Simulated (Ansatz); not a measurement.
# One shape, several levels: singlet CH2F3Si+

Wanted: a comparison of 6 runs (B3LYP/6-31G*, B3LYP/def2-SVP, RPA@PBE/def2-SVP, MP2/def2-SVP, CCSD/def2-SVP) of singlet CH2F3Si+. 

The results are computed with Ansatz 0.2.0.

64 further runs of the same task are left out: 64 set aside as unsound or not needed.

**1. The molecule**

CH2F3Si+: 7 atoms, total charge +1, spin state singlet. As SMILES of the parent species, `[CH2][Si](F)(F)F`. Geometry: relaxed at PBE0-D4/def2-TZVP. That shape belongs to the parent species and isn't relaxed for this state.

Bond lengths: C1–Si2 1.812 Å, Si2–F3 1.577 Å, Si2–F4 1.578 Å, Si2–F5 1.577 Å, C1–H6 1.084 Å, C1–H7 1.084 Å. Angles: C1–Si2–F3 111.1°, C1–Si2–F4 112.7°, C1–Si2–F5 111.2°, F3–Si2–F4 106.8°, F3–Si2–F5 108.2°, F4–Si2–F5 106.7°, Si2–C1–H6 122.2°, Si2–C1–H7 122.2°, H6–C1–H7 115.6°.

**2. A single-point energy at B3LYP/6-31G(d) (spherical functions) (run 1)**

File job.yaml:

```yaml
basis:
  gaussian:
    orbitals: 6-31G_st_-spherical.json
crystal:
  periodic: [false, false, false]
  atoms:
    - symbol: C
      position_ang: [-0.691800, 0.401700, 0.763500]
    - symbol: Si
      position_ang: [0.442900, -0.260900, -0.483500]
    - symbol: F
      position_ang: [0.009400, 0.178500, -1.934200]
    - symbol: F
      position_ang: [0.495400, -1.838000, -0.481100]
    - symbol: F
      position_ang: [1.916900, 0.241300, -0.236600]
    - symbol: H
      position_ang: [-1.731100, 0.616200, 0.542200]
    - symbol: H
      position_ang: [-0.380400, 0.593100, 1.784100]
total_charge: 1
hamiltonian:
  xc: {name: B3LYP}
accuracy: high
output: {orbitals: {seedname: orbitals}}
```

The basis set 6-31G* is read from a file made from the Basis Set Exchange's data (not shown).

Launch:

```sh
$ ansatz run job.yaml --threads 1 --pin off --max-ram 3480MiB --events-out events.jsonl --progress --plain --runs-dir runs
```

Standard output:

```text
Warning: RAYON_NUM_THREADS=1 ignored (pool sized by the plan → 1); use --threads N
Functional definition: B3LYP
  name "B3LYP"
  parameter a0 = 0.2
  parameter ax = 0.72
  parameter ac = 0.81
  exchange = (1 - a0 - ax)*slater_x + ax*b88_x + a0*exact_x
  correlation = (1 - ac)*vwn_rpa_c + ac*lyp_c
1716 factors; integrals over basis functions are off by at most 3.9e-9 eV
mean field evaluation 1: about -17079.5407 eV, gradient 8.5e1 eV
mean field evaluation 2: about -17011.0590 eV, gradient 1.9e2 eV
mean field evaluation 4: about -17090.2850 eV, gradient 7.4e0 eV
mean field evaluation 8: about -17090.6016 eV, gradient 8.7e-1 eV
mean field evaluation 16: about -17090.6032 eV, gradient 1.5e-4 eV
mean field -17090.60316333 eV, -628.0680818253 hartree, gradient 6.0e-9 eV, S^2 0.000000; 0 other end points of the search recorded, 0 dependent functions left out
reference -17090.60320014 eV, -628.0680831782 hartree; 24, 24 occupied and 54, 54 virtual orbitals, 1716 factors
Total energy: -17090.60320014 eV, -628.0680831782 hartree
```

Wall time 6 s (1 thread of Arm Neoverse V2, shared host); peak memory 0.25 GiB.

**3. The energy at B3LYP/6-31G(d) (Cartesian functions) (run 2)**

File job.yaml:

```yaml
crystal:
  periodic: [false, false, false]
  atoms:
    - {symbol: C, position_ang: [-0.691800, 0.401700, 0.763500]}
    - {symbol: Si, position_ang: [0.442900, -0.260900, -0.483500]}
    - {symbol: F, position_ang: [0.009400, 0.178500, -1.934200]}
    - {symbol: F, position_ang: [0.495400, -1.838000, -0.481100]}
    - {symbol: F, position_ang: [1.916900, 0.241300, -0.236600]}
    - {symbol: H, position_ang: [-1.731100, 0.616200, 0.542200]}
    - {symbol: H, position_ang: [-0.380400, 0.593100, 1.784100]}
basis:
  gaussian:
    orbitals: "6-31G*"
total_charge: 1
hamiltonian:
  xc: {name: B3LYP}
accuracy: high
output:
  orbitals: {seedname: orbitals}
```

Launch:

```sh
$ ansatz run job.yaml --threads 1 --pin off --max-ram 3480MiB --events-out events.jsonl --progress --plain --runs-dir runs
```

Standard output:

```text
Warning: RAYON_NUM_THREADS=1 ignored (pool sized by the plan → 1); use --threads N
[... 7 set-up lines as earlier in the session ...]
1751 factors; integrals over basis functions are off by at most 3.5e-9 eV
mean field evaluation 1: about -17079.8274 eV, gradient 8.6e1 eV
mean field evaluation 2: about -17011.1764 eV, gradient 1.9e2 eV
mean field evaluation 4: about -17090.5376 eV, gradient 7.5e0 eV
mean field evaluation 8: about -17090.7925 eV, gradient 7.0e-1 eV
mean field evaluation 16: about -17090.7935 eV, gradient 9.5e-5 eV
mean field -17090.79350936 eV, -628.0750769132 hartree, gradient 5.1e-8 eV, S^2 0.000000; 0 other end points of the search recorded, 0 dependent functions left out
reference -17090.79354622 eV, -628.0750782676 hartree; 24, 24 occupied and 59, 59 virtual orbitals, 1751 factors
Total energy: -17090.79354622 eV, -628.0750782676 hartree
```

Wall time 6 s (1 thread of Arm Neoverse V2, shared host); peak memory 0.26 GiB.

Run 3 isn't shown in full; the table further down has it.

**4. A single-point energy at RPA@PBE/def2-SVP (run 4)**

job.yaml: that of step 3 with these lines changed.

```diff
@@ -11,9 +11,6 @@
 basis:
-  gaussian:
-    orbitals: "6-31G*"
+  gaussian: {orbitals: def2-SVP}
 total_charge: 1
-hamiltonian:
-  xc: {name: B3LYP}
+hamiltonian: {xc: {name: PBE}}
+correlation: {method: rpa, frozen_orbitals: {C: 1, F: 1, H: 0, Si: 5}}
 accuracy: high
-output:
-  orbitals: {seedname: orbitals}
```

Launch:

```sh
$ ansatz run job.yaml --threads 1 --pin off --max-ram 3480MiB --events-out events.jsonl --progress --plain --runs-dir runs
```

Standard output:

```text
Warning: RAYON_NUM_THREADS=1 ignored (pool sized by the plan → 1); use --threads N
Functional definition: PBE
  name "PBE"
  parameter kappa = 0.804
  parameter beta = 0.06672455060314922
  exchange = pbe_x(kappa = kappa, mu = beta*pi^2/3)
  correlation = pbe_c(beta = beta)
1745 factors; integrals over basis functions are off by at most 4.0e-9 eV
mean field evaluation 1: about -17054.6611 eV, gradient 9.1e1 eV
mean field evaluation 2: about -17054.6545 eV, gradient 9.1e1 eV
mean field evaluation 4: about -17063.2365 eV, gradient 3.7e1 eV
mean field evaluation 8: about -17067.6375 eV, gradient 2.8e-1 eV
mean field evaluation 16: about -17067.6308 eV, gradient 7.8e-4 eV
mean field evaluation 32: about -17037.5078 eV, gradient 8.0e1 eV
mean field evaluation 64: about -17019.9652 eV, gradient 5.0e1 eV
mean field -17067.63083925 eV, -627.2238644868 hartree, gradient 5.8e-8 eV, S^2 0.000000; 2 other end points of the search recorded, 0 dependent functions left out
9 core orbitals not correlated: weight in the atoms' cores, before any rotation towards them, 1.000 or more for the frozen orbitals, at most 0.000 for the correlated occupied ones
reference -17023.95562673 eV, -625.6188300306 hartree; 15, 15 occupied and 60, 60 virtual orbitals, 1745 factors
Total energy: -17055.41216066 eV, -626.7748363308 hartree
```

Run time: 11 s. Hardware: 1 thread of Arm Neoverse V2, shared host; peak memory 0.31 GiB.

Run 5 isn't shown in full; the table further down has it.

**5. A single-point energy at CCSD/def2-SVP (run 6)**

File in.yaml:

```yaml
crystal:
  periodic: [false, false, false]
  atoms:
    - symbol: C
      position_ang: [-0.691800, 0.401700, 0.763500]
    - symbol: Si
      position_ang: [0.442900, -0.260900, -0.483500]
    - symbol: F
      position_ang: [0.009400, 0.178500, -1.934200]
    - symbol: F
      position_ang: [0.495400, -1.838000, -0.481100]
    - symbol: F
      position_ang: [1.916900, 0.241300, -0.236600]
    - symbol: H
      position_ang: [-1.731100, 0.616200, 0.542200]
    - symbol: H
      position_ang: [-0.380400, 0.593100, 1.784100]
basis:
  gaussian:
    orbitals: def2-SVP
total_charge: 1
accuracy: high
correlation:
  method: ccsd
  frozen_orbitals: {C: 1, F: 1, H: 0, Si: 5}
scf:
  omitted_lower_state_checks: [cluster_reference, increment]
```

Launch:

```sh
$ ansatz run in.yaml --threads 1 --pin off --max-ram 3480MiB --events-out events.jsonl --progress --plain --runs-dir runs
```

Standard output:

```text
Warning: RAYON_NUM_THREADS=1 ignored (pool sized by the plan → 1); use --threads N
[... 12 lines left out ...]
9 core orbitals not correlated: weight in the atoms' cores, before any rotation towards them, 1.000 or more for the frozen orbitals, at most 0.000 for the correlated occupied ones
[... 29 lines left out ...]
Total energy: -17047.08843403 eV, -626.4689450191 hartree
Checks for a lower state left out: cluster_reference, increment
```

It took 14 s on 1 thread of Arm Neoverse V2, shared host; peak memory 0.46 GiB.

**6. All runs side by side**

```tsv
run	level	Cartesian functions	frozen core orbitals	energy (Eh)	wall time
1	B3LYP/6-31G* (spherical functions)	no	–	-628.068083	6 s
2	B3LYP/6-31G* (Cartesian functions)	yes	–	-628.075078	6 s
3	B3LYP/def2-SVP	no	–	-627.726819	5.4 s
4	RPA@PBE/def2-SVP	no	9	-626.774836	11 s
5	MP2/def2-SVP	no	9	-626.442915	2 s
6	CCSD/def2-SVP	no	9	-626.468945	14 s
```

**7. What came out**

| quantity | value |
| --- | --- |
| run 6: total energy | -626.46895 Eh |
| run 6: correlation energy (9 core orbitals frozen) | -766.4 mEh |
| run 6: T1 diagnostic | 0.015 |

Over runs 1, 2, 3 the HOMO–LUMO gap runs from 3.42 eV (B3LYP/6-31G*) to 3.45 eV (B3LYP/def2-SVP). All runs together took 45 s, the longest 14 s.
